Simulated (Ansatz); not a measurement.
# Ti4W: what a guessed cell relaxes into, part 2 of 2

The task: take a trial cell of Ti4W to zero force and stress.

Ansatz 0.2.0; DFT PBE, scalar-relativistic, plane waves, PAW. The steps go on from the part before.

### 4 Full relaxation

File input.yaml:

```yaml
crystal:
  lattice:
    - [-1.5910062, 1.5910062, 8.3843351]
    - [1.5910062, -1.5910062, 8.3843351]
    - [1.5910062, 1.5910062, -8.3843351]
  atoms:
    - { symbol: Ti, position: [0.802082, 0.802082, 0.0] }
    - { symbol: Ti, position: [0.410165, 0.410165, 0.0] }
    - { symbol: Ti, position: [0.589835, 0.589835, 0.0] }
    - { symbol: Ti, position: [0.197918, 0.197918, 0.0] }
    - { symbol: W, position: [0.0, 0.0, 0.0] }
basis:
  ecutwfc: 420
kpoints:
  mp_grid: { grid: [16, 16, 16] }
hamiltonian:
  xc: pbe
scf:
  occupations: { method: gaussian, width: 0.1 }
output:
  forces: true
  stress: true
  eigenvalues: true
  write_density: true
  write_potential: true
  elf: true
  volumetric_format: npy
relax:
  adjacent_minimum: "off"
  f_tol: 0.01
  max_steps: 80
  cell: { stress_tol: 0.05 }
```

On the command line:

```console
$ ansatz run input.yaml --threads 1 --pin off --max-ram 3072MiB --backend cpu --events-out ev --progress --plain --runs-dir out
```

The program printed:

```text
Warning: RAYON_NUM_THREADS=1 ignored (pool sized by the plan → 1); use --threads N
basis.fft_grid_basis auto: the FFT boxes are laid along the combinations [[1, -1, 0], [0, 1, 0], [1, 0, 1]] of the cell's own vectors, 4.500, 8.681 and 3.182 Å long. The dense box has 32×60×24 points. Along the cell's own vectors, as sized, it would have 60×60×60, 4.69 times as many. Of the 16 symmetry operations that the crystal satisfies within crystal.symmetry.tolerance (time reversal apart; of a slab, those that keep its plane) the dense box along the cell's own vectors carries 16, and the one as laid loses 14 of those. basis.fft_grid_basis: typed keeps the cell's own vectors: state it where this run's energies or levels are differenced outside the engine with another run's, or held beside a run that keeps those vectors. Those combinations have planes normal to reciprocal vector 3, as the cell's own vectors have. Each planar average written beside output.write_density, output.write_potential has a row for each plane of the box: 24. The volumetric files lie along those combinations, not along the cell's own vectors: a cube or XSF file states them, and fields.json those of NumPy files.
Engine: ansatz 0.2.0, x86_64-unknown-linux-gnu
Pseudopotentials: kind: paw
Pseudopotential: Ti, paw, valence charge 12, recommended cutoff 420 eV (normal), Ti.paw.azcp
Pseudopotential: W, paw, valence charge 14, recommended cutoff 420 eV (normal), W.paw.azcp
Functional definition: PBE
  parameter kappa = 0.804
  parameter beta = 0.06672455060314922
  exchange = pbe_x(kappa = kappa, mu = beta*pi^2/3)
  correlation = pbe_c(beta = beta)
Crystal: 5 atoms, lattice volume = 84.893 Å³
Basis set: ecut = 420 eV, 1673 PW (Γ), FFT grids on a1−a2, a2, a1+a3, exchange–correlation on 64×120×48 points (8 copies of the dense FFT grid, shifted against one another)
Bands: 38, of which v1, the nominal top of the filled ones, is band 31 counted from 1 (30 counted from 0)
Symmetry: 16 space group operations
Space group: I4/mmm (ITA 139), of the structure as read, at distance tolerance 4.4e-5 Å
k-points: 349 of 4096
Non-local potential: Ti, projectors of the file, l = 0: 3, l = 1: 2, l = 2: 3, l = 3: 1
Non-local potential: W, projectors of the file, l = 0: 3, l = 1: 2, l = 2: 2, l = 3: 1
PAW form: soft (Blöchl's): semilocal exchange-correlation on the pseudo side does not see the compensation charge
PAW one-centre angular grid: Ti, 590 points (default); XC on 64 Gauss nodes
PAW one-centre angular grid: W, 590 points (default); XC on 64 Gauss nodes
Initial density: superposition of atomic densities (neutral atoms: chi_scale 0, normalization atom), corrected by the library's trained network
Initial wavefunctions: pseudopotential atomic-orbital guess
Functional: x = pbe(κ = 0.804, μ = 0.2195149727645171), c = pbe(β = 0.06672455060314922)
SCF iter   1: F=—  HF=-20383.167893 eV  |F-HF|=—  |Δ(HF+E_count)|=         —  Δρ=7.75e-3  dr2=2.06e-1  ethr=1.77e-3  ⟨swp⟩=4.7  Hψ=49126  notcnv=0
preconditioner: auto → Kerker (q_TF=auto, 2.589 Å⁻¹)  [metal: Δε(μ)=0.001 eV  Ē_g=2.954 eV  σ=0.100 eV  W_gap=0.01  n_scr=22 (ndim 8)  ℏωp=18.9 eV  f_vac=0.000  D(μ)=9.44/eV (n_scr^D=122)]
SCF iter   2: F=—  HF=-20383.160764 eV  |F-HF|=—  |Δ(HF+E_count)|=   7.13e-3  Δρ=3.58e-3  dr2=4.75e-2  ethr=3.32e-4  ⟨swp⟩=1.0  Hψ=16054  notcnv=0  defer=4
SCF iter   3: F=—  HF=-20383.158529 eV  |F-HF|=—  |Δ(HF+E_count)|=   2.24e-3  Δρ=6.86e-4  dr2=5.29e-4  ethr=7.67e-5  ⟨swp⟩=1.2  Hψ=13063  notcnv=0  defer=4
SCF iter   4: F=—  HF=-20383.158475 eV  |F-HF|=—  |Δ(HF+E_count)|=   5.36e-5  Δρ=2.27e-4  dr2=5.17e-5  ethr=8.54e-7  ⟨swp⟩=2.0  Hψ=16527  notcnv=0  defer=4
SCF iter   5: F=—  HF=-20383.158457 eV  |F-HF|=—  |Δ(HF+E_count)|=   1.77e-5  Δρ=3.92e-5  dr2=1.26e-6  ethr=8.34e-8  ⟨swp⟩=2.0  Hψ=16546  notcnv=0  defer=4
SCF iter   6: F=—  HF=-20383.158457 eV  |F-HF|=—  |Δ(HF+E_count)|=   7.88e-8  Δρ=1.13e-5  dr2=1.11e-7  ethr=1.61e-10  ⟨swp⟩=12.4  Hψ=87490  notcnv=0
SCF iter   7: F=-20383.158457 eV  HF=-20383.158457 eV  |F-HF|=3.90e-9  |Δ(HF+E_count)|=   1.12e-8  Δρ=2.50e-6  dr2=6.39e-9  ethr=1.61e-10  ⟨swp⟩=7.1  Hψ=71005  notcnv=0
SCF 1 converged in 7 iterations: F = -20383.158457 eV  dr2 = 6.39e-9
relax step   1: F+E_penalty+E_count = -20383.15845716 eV  Δ(F+E_penalty+E_count) = +0.000e0 eV  max|allowed force component| = 4.338e-3 eV/Å  Δτ_max = 0.0000 Å  P = +0.029 GPa  Ω = 84.893 Å³  (7 SCF iters, dr2 threshold 1.00e-7 eV, accepted)
Initial density: handed on by an earlier stage of this run
Initial wavefunctions: pseudopotential atomic-orbital guess (no wavefunctions were taken with the density)
iter 1 solved again at ethr=1.89e-7 eV; its pass at ethr=3.10e-3 eV (dr2=1.17e-4 eV) is discarded
SCF iter   1: F=—  HF=-20383.158473 eV  |F-HF|=—  |Δ(HF+E_count)|=         —  Δρ=2.55e-6  dr2=5.33e-9  ethr=1.89e-7  ⟨swp⟩=3.1  Hψ=80680  notcnv=0
eigensolver tolerance schedule: the retry pair's looser diagonalisation over-reported the residual by 22008.18 of it (diagonalisation noise at an unbounded share of the residual, at the tolerance the schedule requests for it); recorded, not acted on — ethr = c·dr2/N_el stays at c = 1.0e-1
preconditioner: auto → Kerker (q_TF=auto, 2.589 Å⁻¹)  [metal: Δε(μ)=0.002 eV  Ē_g=2.944 eV  σ=0.100 eV  W_gap=0.01  n_scr=22 (ndim 8)  ℏωp=18.9 eV  f_vac=0.000  D(μ)=9.53/eV (n_scr^D=124)]
SCF iter   2: F=—  HF=-20383.158457 eV  |F-HF|=—  |Δ(HF+E_count)|=   1.61e-5  Δρ=1.40e-6  dr2=1.85e-9  ethr=8.59e-12  ⟨swp⟩=3.4  Hψ=28939  notcnv=0
SCF iter   3: F=—  HF=-20383.158457 eV  |F-HF|=—  |Δ(HF+E_count)|=  6.55e-11  Δρ=5.11e-7  dr2=2.01e-10  ethr=2.99e-12  ⟨swp⟩=2.0  Hψ=16191  notcnv=0
iter 4 did not close the SCF: its close was put off for the readings that it lacked (scf_convergence_deferred on its scf_iter line)
SCF iter   4: F=-20383.158457 eV  HF=-20383.158457 eV  |F-HF|=1.09e-11  |Δ(HF+E_count)|=  1.82e-11  Δρ=1.96e-7  dr2=3.22e-11  ethr=1.00e-12  ⟨swp⟩=1.0  Hψ=13262  notcnv=0
iter 5 did not close the SCF: its close was put off for the readings that it lacked (scf_convergence_deferred on its scf_iter line)
SCF iter   5: F=-20383.158457 eV  HF=-20383.158457 eV  |F-HF|=1.09e-11  |Δ(HF+E_count)|=  7.28e-12  Δρ=6.91e-8  dr2=5.63e-12  ethr=1.00e-12  ⟨swp⟩=1.0  Hψ=13262  notcnv=0
iter 6 did not close the SCF: its close was put off for the readings that it lacked (scf_convergence_deferred on its scf_iter line)
SCF iter   6: F=-20383.158457 eV  HF=-20383.158457 eV  |F-HF|=7.28e-12  |Δ(HF+E_count)|=  3.64e-12  Δρ=2.62e-8  dr2=3.92e-13  ethr=1.00e-12  ⟨swp⟩=1.0  Hψ=13262  notcnv=0
iter 7 did not close the SCF: its close was put off for the readings that it lacked (scf_convergence_deferred on its scf_iter line)
SCF iter   7: F=-20383.158457 eV  HF=-20383.158457 eV  |F-HF|=7.28e-12  |Δ(HF+E_count)|=  3.64e-12  Δρ=8.46e-9  dr2=7.23e-14  ethr=1.00e-12  ⟨swp⟩=1.0  Hψ=13262  notcnv=0
SCF iter   8: F=-20383.158457 eV  HF=-20383.158457 eV  |F-HF|=3.64e-12  |Δ(HF+E_count)|=  1.09e-11  Δρ=2.76e-9  dr2=5.04e-15  ethr=1.00e-12  ⟨swp⟩=2.6  Hψ=38212  notcnv=0
SCF 2 converged in 8 iterations: F = -20383.158457 eV  dr2 = 5.04e-15
relax step   2: F+E_penalty+E_count = -20383.15845716 eV  Δ(F+E_penalty+E_count) = -3.361e-9 eV  max|allowed force component| = 4.291e-3 eV/Å  Δτ_max = 0.0000 Å  P = +0.029 GPa  Ω = 84.893 Å³  stress off target by 4.07e-2 GPa  SCF on the basis re-selected at this cell (its energy is not comparable with the rows above)  (8 SCF iters)
basis re-selected at this cell: Δ(F+E_penalty+E_count) = -3.361e-9 eV, ΔP = -0.000 GPa vs the last step (what re-selecting the basis moved, of the pressure what is left beyond the Pulay correction that the steps carried, after the strain that the cell walked since its last selection, with what the two solves' SCF thresholds leave and, on support functions, any second-order correction that the steps lacked; it is no measure of the basis error at this ecutwfc). This SCF's stress stands 4.07e-2 GPa from its target on what of the cell is left free (relax.cell.stress_tol is 5.00e-2 GPa) and its largest allowed force component is 4.29e-3 eV/Å (relax.f_tol is 1.00e-2 eV/Å): within both
SCF converged after 8 iterations
Free energy (F): -20383.158457 eV
Harris-Foulkes:  -20383.158457 eV  (|F-HF|=3.64e-12)
Internal energy: -20383.110824 eV  (E = F + TS)
E sigma→0 (E₀):  -20383.134641 eV
Entropy (-TS):   -0.047633 eV (-9.527 meV/atom)
Fermi energy:    14.810261 eV
--- Per-component energies (eV) ---
  E_band       = -724.953084
  E_kinetic    = 1540.940828
  E_local      = -4034.320291  (includes V_loc(G=0)·N_el)
  E_nonlocal   = 34.409656
  E_hartree    = 1634.837697
  E_xc         = -656.724108
  E_vxc        = -726.549013  (∫ρ·V_xc dr)
  E_paw        = -12753.344994  (= ΣΔE_a)
  E_vpaw       = -809.110060  (= ΣTr[D̂ρ^β])
  E_aug_tail   = 0.000405  (compensation charges beyond the density's cutoff)
  E_ewald      = -6148.910017
  E_smearing   = -0.047633  (= −TS)
  E_closure    = 0.000000  (closes the sum)
  Σ components = -20383.158457   (vs F -20383.158457, Δ=0.00e0)
--- Forces (eV/Å), atoms counted from 1 ---
  atom   1  Ti     0.00000000     0.00000000    -0.00000868
  atom   2  Ti     0.00000000     0.00000000    -0.00429073
  atom   3  Ti    -0.00000000     0.00000000     0.00429073
  atom   4  Ti     0.00000000    -0.00000000     0.00000868
  atom   5  W      0.00000000     0.00000000    -0.00000000
  max |Σ_I F_I| component: 3.47e-18 eV/Å
--- Stress (GPa, compression-positive) ---
        0.023057       0.000000       0.000000
        0.000000       0.023057       0.000000
        0.000000      -0.000000       0.040749
  P = ⅓ Tr σ = 0.0290 GPa (0.290 kbar)
--- Band table (eV; the first three rows and the last of 349) ---
  k-point 0: bands = ["-58.2547", "-41.7987", "-41.6980", "-41.4047", "-41.3914", "-22.5815", "-22.4562", "-22.4562", "-18.1548", "-18.0488", "-18.0488", "-17.9326", "-17.8634", "-17.8634", "-17.7710", "-17.5836", "-17.5836", "-17.5786", "-17.5617", "-17.5617", "8.1066", "10.4409", "11.1302", "11.5296", "11.9196", "12.8686", "13.2376", "15.2563", "15.2563", "15.2892", "15.3374", "15.4702", "15.7398", "15.7398", "15.9191", "15.9191", "16.7039", "17.0214"]
  k-point 1: bands = ["-58.2541", "-41.7954", "-41.6984", "-41.4041", "-41.3907", "-22.5814", "-22.4642", "-22.4630", "-18.1530", "-18.0615", "-18.0564", "-17.9200", "-17.8908", "-17.8678", "-17.7458", "-17.5886", "-17.5879", "-17.5764", "-17.5756", "-17.5655", "8.2609", "10.5468", "11.1975", "11.6269", "12.0132", "12.9463", "13.2803", "14.8011", "15.1173", "15.1674", "15.2055", "15.4416", "15.7347", "15.9467", "16.0063", "16.1689", "16.9630", "17.1496"]
  k-point 2: bands = ["-58.2522", "-41.7860", "-41.6996", "-41.4023", "-41.3887", "-22.5807", "-22.4872", "-22.4829", "-18.1507", "-18.0863", "-18.0779", "-17.9320", "-17.8937", "-17.8803", "-17.7153", "-17.6071", "-17.6028", "-17.5967", "-17.5764", "-17.5762", "8.7088", "10.8589", "11.3996", "11.9133", "12.2757", "13.1650", "13.4016", "14.3676", "14.6469", "14.7961", "14.9405", "15.2644", "15.8253", "15.9054", "16.2194", "16.4759", "16.5210", "16.5687"]
  k-point 348: bands = ["-58.2547", "-41.7985", "-41.6982", "-41.4033", "-41.3926", "-22.5815", "-22.4562", "-22.4562", "-18.1461", "-18.0483", "-18.0483", "-17.9723", "-17.8648", "-17.8648", "-17.6991", "-17.6193", "-17.5732", "-17.5732", "-17.5713", "-17.5713", "8.3602", "9.5308", "11.4980", "11.5848", "12.4918", "12.7089", "13.6295", "14.1803", "15.2495", "15.2495", "15.5035", "15.6039", "15.6039", "16.4276", "16.4283", "16.5953", "16.5953", "16.6257"]
--- Relaxed structure (1 steps of the walk, 1 accepted, 1 SCFs on fresh bases) ---
  F+E_penalty+E_count = -20383.15845716 eV   max|allowed force component| = 4.291e-3 eV/Å   (the final SCF, on the basis selected at the relaxed cell)
  cell:  # Å, volume = 84.8931 Å³
    - [-1.5910062, 1.5910062, 8.3843351]
    - [1.5910062, -1.5910062, 8.3843351]
    - [1.5910062, 1.5910062, -8.3843351]
  atoms:
    - { symbol: Ti, position: [0.8020819999999999, 0.8020819999999999, 0.0] }
    - { symbol: Ti, position: [0.41016499999999995, 0.41016499999999995, 0.0] }
    - { symbol: Ti, position: [0.5898349999999999, 0.5898349999999999, 0.0] }
    - { symbol: Ti, position: [0.19791799999999998, 0.19791799999999998, 0.0] }
    - { symbol: W, position: [0.0, 0.0, 0.0] }
```

It took 2.6 min on 1 thread of AMD EPYC 7R43 (Zen 3), shared host; peak memory 1.1 GiB.

Relaxation path:

```
step  energy from step 1 (eV/cell)  largest force component (eV/Å)  pressure (GPa)  volume (Å³)
   1                        0.0000                          0.0043            0.03        84.89
   2                        0.0000                          0.0043            0.03        84.89
```

Step 1 is the start. Step 2 repeats the geometry before it on a plane-wave basis chosen anew for that cell, so its energy need not be comparable with the rows above.

Lengths and angles in the start's conventional setting:

|  | before | after | change |
| --- | --- | --- | --- |
| a (Å) | 3.182 | 3.182 | 0.0 % |
| b (Å) | 3.182 | 3.182 | 0.0 % |
| c (Å) | 16.769 | 16.769 | 0.0 % |
| volume (Å³/atom) | 16.98 | 16.98 | 0.0 % |
| shortest distance (Å) | 2.708 | 2.708 | 0.0 % |
| space group (0.01 Å) | I4/mmm | I4/mmm | same |

The run keeps the 16 symmetry operations of the start, so it could not have lowered the symmetry.

Axes a, b and c in the maps are those of this run's conventional cell (a, b, c = 3.182, 3.182, 16.769 Å).

Density in a lattice plane of the grid's cell (edges 3.18 and 16.77 Å, at 0.000 of the third edge), which holds Ti and W.

Ten even steps from ' ' (0.17 e/Å³) to '@' (10.08 e/Å³):
```
..          
            
            
@@==      ==
            
            
            
@@==      ==
::          
            
::          
@@==      ==
            
            
            
@@==      ==
            
            
..          
--==      ==
```
Columns run along the first of these edges and rows up along the second, over one cell in 6 and 20 even steps from the bottom left corner. Atoms in the plane (fractional): Ti at (0.00, 0.80), Ti at (0.00, 0.41), Ti at (0.00, 0.59), Ti at (0.00, 0.20), W at (0.00, 0.00).

ELF in the same plane.

Ten even steps from '0' (0.00) to '9' (0.68):
```
645754
677577
524842
082628
425952
997679
115851
181518
743734
367676
743734
181518
115851
997679
425952
082628
524842
677577
645754
092629
```
Columns run along the first of these edges and rows up along the second, over one cell in 6 and 20 even steps from the bottom left corner. Atoms in the plane (fractional): Ti at (0.00, 0.80), Ti at (0.00, 0.41), Ti at (0.00, 0.59), Ti at (0.00, 0.20), W at (0.00, 0.00).

Both are smooth fields of the valence electrons: close to the nuclei they are not physical.

The highest ELF values outside the cores: 0.68 between the atoms, 1.8 Å from Ti.

### 5 Variant: occupations.method methfessel_paxton, occupations.width 0.3

input.yaml, as its differences from that of step 4:

```diff
@@ -18,15 +18,6 @@
 scf:
-  occupations: { method: gaussian, width: 0.1 }
+  occupations: { method: methfessel_paxton, width: 0.3 }
 output:
   forces: true
+  eigenvalues: true
   stress: true
-  eigenvalues: true
-  write_density: true
-  write_potential: true
-  elf: true
-  volumetric_format: npy
-relax:
-  adjacent_minimum: "off"
-  f_tol: 0.01
-  max_steps: 80
-  cell: { stress_tol: 0.05 }
```

On the command line:

```console
$ ansatz run input.yaml --threads 1 --pin off --max-ram 3072MiB --backend cpu --events-out ev --progress --plain --runs-dir out
```

The program printed, shortened:

```text
Warning: RAYON_NUM_THREADS=1 ignored (pool sized by the plan → 1); use --threads N
[...]
[... 4 set-up lines as earlier in the session ...]
[...]
Crystal: 5 atoms, lattice volume = 84.893 Å³
Basis set: ecut = 420 eV, 1673 PW (Γ), FFT grids on a1+a3, a2+a3, a3, exchange–correlation on 48×48×120 points (8 copies of the dense FFT grid, shifted against one another)
Bands: 38, of which v1, the nominal top of the filled ones, is band 31 counted from 1 (30 counted from 0)
[... 2 set-up lines as earlier in the session ...]
k-points: 349 of 4096
[...]
SCF converged after 7 iterations
Stability not checked: this state was not tested for a lower state beside it, because cold or Methfessel-Paxton smearing, or corrected tetrahedra, fill the levels in a way that the test cannot read (fill_not_monotonic; see scf.lower_state_search)
Free energy (F): -20383.137865 eV
[...]
E sigma→0 (E₀):  -20383.132563 eV
Entropy (-TS):   -0.021208 eV (-4.242 meV/atom)
Fermi energy:    14.811087 eV
[...]
--- Forces (eV/Å), atoms counted from 1 ---
  atom   1  Ti     0.00000000    -0.00000000    -0.01546873
  atom   2  Ti     0.00000000     0.00000000     0.00695380
  atom   3  Ti    -0.00000000     0.00000000    -0.00695380
  atom   4  Ti    -0.00000000     0.00000000     0.01546873
  atom   5  W      0.00000000     0.00000000     0.00000000
[...]
--- Stress (GPa, compression-positive) ---
        0.021782       0.000000       0.000000
        0.000000       0.021782       0.000000
        0.000000       0.000000       0.022115
  P = ⅓ Tr σ = 0.0219 GPa (0.219 kbar)
--- Band table (eV; the first three rows and the last of 349) ---
[...]
```

Wall time 49 s (1 thread of AMD EPYC 7R43 (Zen 3), shared host); peak memory 1 GiB.

| run | ending | energy change | pressure (GPa) | gap (eV) | force (eV/Å) | cycles | time |
| --- | --- | --- | --- | --- | --- | --- | --- |
| step 4 | converged | 0 | 0.0 | 0.00 | 0.00 | - | 2.6 min |
| variant | converged | +0.4 meV/atom (σ→0) | 0.0 | 0.00 | 0.02 | 7 | 49 s |

Changing the smearing leaves the energy as it was (+0.4 meV/atom).

### 6 What came out

What follows sums up all 2 parts.

```
                              quantity                                                                       value
symmetry at the end (tolerance 0.05 Å)                                                space group I4/mmm (No. 139)
                     conventional cell  a = 3.182 Å, b = 3.182 Å, c = 16.769 Å, α = 90.00°, β = 90.00°, γ = 90.00°
                                volume                                                               16.98 Å³/atom
              energy over the elements                                                               +0.07 eV/atom
                       gap on the mesh                                                                none (metal)
```

The space group I4/mmm (No. 139) is kept, at nearly the size of the first guess. The formation energy is positive, so the separate elements lie lower. No finished test with a distortion of lower symmetry is shown, so the end may be a saddle point. Spin-orbit coupling is left out for W. Other magnetic orders were not searched.
